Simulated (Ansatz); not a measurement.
# U-r2SCAN0/STO-3G run of NO (nitric oxide)

Aim: the electronic atomisation energy of NO (nitric oxide) at U-r2SCAN0/STO-3G, from 3 runs. 

Program for the calculation: Ansatz 0.2.0.

32 further runs of the same task are left out: 2 that didn't finish, 30 set aside as unsound or not needed.

**1. The system as given**

The species is NO (2 atoms), meant as a doublet with charge 0. SMILES: `[N]=O`. The shape is that of a PBE0-D4/def2-TZVP optimisation.

Bond lengths: N1–O2 1.140 Å.

**2. The energy at U-r2SCAN0/STO-3G**

File molecule.yaml:

```yaml
basis:
  gaussian: {orbitals: STO-3G}
crystal:
  periodic: [false, false, false]
  atoms:
    - {symbol: N, position_ang: [-0.483620, 0.177030, -0.243990]}
    - {symbol: O, position_ang: [0.483620, -0.177030, 0.243990]}
accuracy: high
hamiltonian: {xc: {name: r2SCAN0}}
magnetization: {spin_polarized: true, initial_magnetization: 1}
```

Launch:

```sh
ansatz run molecule.yaml --threads 1 --pin off --max-ram 3480MiB --events-out events.jsonl --progress --plain --runs-dir runs
```

Log:

```text
Warning: RAYON_NUM_THREADS=1 ignored (pool sized by the plan → 1); use --threads N
Functional definition: r2SCAN0
  name "r2SCAN0"
  parameter a = 0.25
  parameter k0 = 0.174
  parameter k1 = 0.065
  parameter a1 = 4.9479
  exchange = (1 - a)*r2scan_x(k0 = k0, k1 = k1, a1 = a1) + a*exact_x
  correlation = r2scan_c
149 factors; integrals over basis functions are off by at most 3.2e-8 eV
mean field evaluation 1: about -3484.6224 eV, gradient 7.0e0 eV
mean field evaluation 2: about -3484.3334 eV, gradient 1.1e1 eV
mean field evaluation 4: about -3484.8762 eV, gradient 1.6e-1 eV
mean field evaluation 8: about -3484.8705 eV, gradient 2.5e-3 eV
mean field evaluation 16: about -3484.8705 eV, gradient 3.4e-8 eV
mean field -3484.87053825 eV, -128.0666301506 hartree, gradient 3.4e-8 eV, S^2 0.750725; 0 other end points of the search recorded, 0 dependent functions left out
reference -3484.87053837 eV, -128.0666301552 hartree; 8, 7 occupied and 2, 3 virtual orbitals, 149 factors
Total energy: -3484.87053837 eV, -128.0666301552 hartree
```

It took 1.8 s on 1 thread of Arm Neoverse V1, shared host; peak memory 0.14 GiB.

**3. The N atom, same level**

File job.yaml:

```yaml
crystal:
  periodic: [false, false, false]
  atoms:
    - {symbol: N, position_ang: [0.000000, 0.000000, 0.000000]}
basis:
  gaussian: {orbitals: STO-3G}
magnetization: {spin_polarized: true, initial_magnetization: 3}
hamiltonian: {xc: {name: r2SCAN0}}
accuracy: high
```

Launch:

```sh
ansatz run job.yaml --threads 1 --pin off --max-ram 3480MiB --events-out events.jsonl --progress --plain --runs-dir runs
```

Log:

```text
Warning: RAYON_NUM_THREADS=1 ignored (pool sized by the plan → 1); use --threads N
Functional definition: r2SCAN0
  name "r2SCAN0"
  parameter a = 0.25
  parameter k0 = 0.174
  parameter k1 = 0.065
  parameter a1 = 4.9479
  exchange = (1 - a)*r2scan_x(k0 = k0, k1 = k1, a1 = a1) + a*exact_x
  correlation = r2scan_c
15 factors; integrals over basis functions are off by at most 1.1e-9 eV
mean field evaluation 1: about -1466.2487 eV, gradient 9.7e-11 eV
mean field evaluation 2: about -1466.2396 eV, gradient 3.6e-10 eV
mean field -1466.23964638 eV, -53.8833131514 hartree, gradient 0.0e0 eV, S^2 3.750000; 0 other end points of the search recorded, 0 dependent functions left out
reference -1466.23964652 eV, -53.8833131565 hartree; 5, 2 occupied and 0, 3 virtual orbitals, 15 factors
Total energy: -1466.23964652 eV, -53.8833131565 hartree
```

Wall time 0.62 s (1 thread of Arm Neoverse V1, shared host); peak memory 0.094 GiB.

**4. The O atom, same level**

File job.yaml:

```yaml
crystal:
  periodic: [false, false, false]
  atoms:
    - {symbol: O, position_ang: [0.000000, 0.000000, 0.000000]}
basis:
  gaussian:
    orbitals: STO-3G
magnetization:
  spin_polarized: true
  initial_magnetization: 2
hamiltonian:
  xc: {name: r2SCAN0}
accuracy: high
```

Launch:

```sh
ansatz run job.yaml --threads 1 --pin off --max-ram 3480MiB --events-out events.jsonl --progress --plain --runs-dir runs
```

Log:

```text
Warning: RAYON_NUM_THREADS=1 ignored (pool sized by the plan → 1); use --threads N
Functional definition: r2SCAN0
  name "r2SCAN0"
  parameter a = 0.25
  parameter k0 = 0.174
  parameter k1 = 0.065
  parameter a1 = 4.9479
  exchange = (1 - a)*r2scan_x(k0 = k0, k1 = k1, a1 = a1) + a*exact_x
  correlation = r2scan_c
15 factors; integrals over basis functions are off by at most 1.1e-9 eV
mean field evaluation 1: about -2014.2704 eV, gradient 1.6e-10 eV
mean field evaluation 2: about -2014.2680 eV, gradient 1.5e-10 eV
mean field -2014.26800831 eV, -74.0229839857 hartree, gradient 0.0e0 eV, S^2 2.000000; 0 other end points of the search recorded, 0 dependent functions left out
reference -2014.26800839 eV, -74.0229839884 hartree; 5, 3 occupied and 0, 2 virtual orbitals, 15 factors
Total energy: -2014.26800839 eV, -74.0229839884 hartree
```

It took 0.58 s on 1 thread of Arm Neoverse V1, shared host; peak memory 0.095 GiB.

**5. Results**

At U-r2SCAN0/STO-3G:

| quantity | value |
| --- | --- |
| molecule: total energy | -128.06663 Eh |
| molecule: ⟨S²⟩ | 0.751 |
| N atom: total energy | -53.88331 Eh |
| N atom: ⟨S²⟩ | 3.750 |
| O atom: total energy | -74.02298 Eh |
| O atom: ⟨S²⟩ | 2.000 |
| electronic atomisation energy | 4.363 eV |

In words: Taking the molecule apart into free atoms costs 4.36 eV (421 kJ/mol), before zero-point energy and without spin-orbit coupling. In a minimal basis such a difference can be off by several eV, whatever the method.
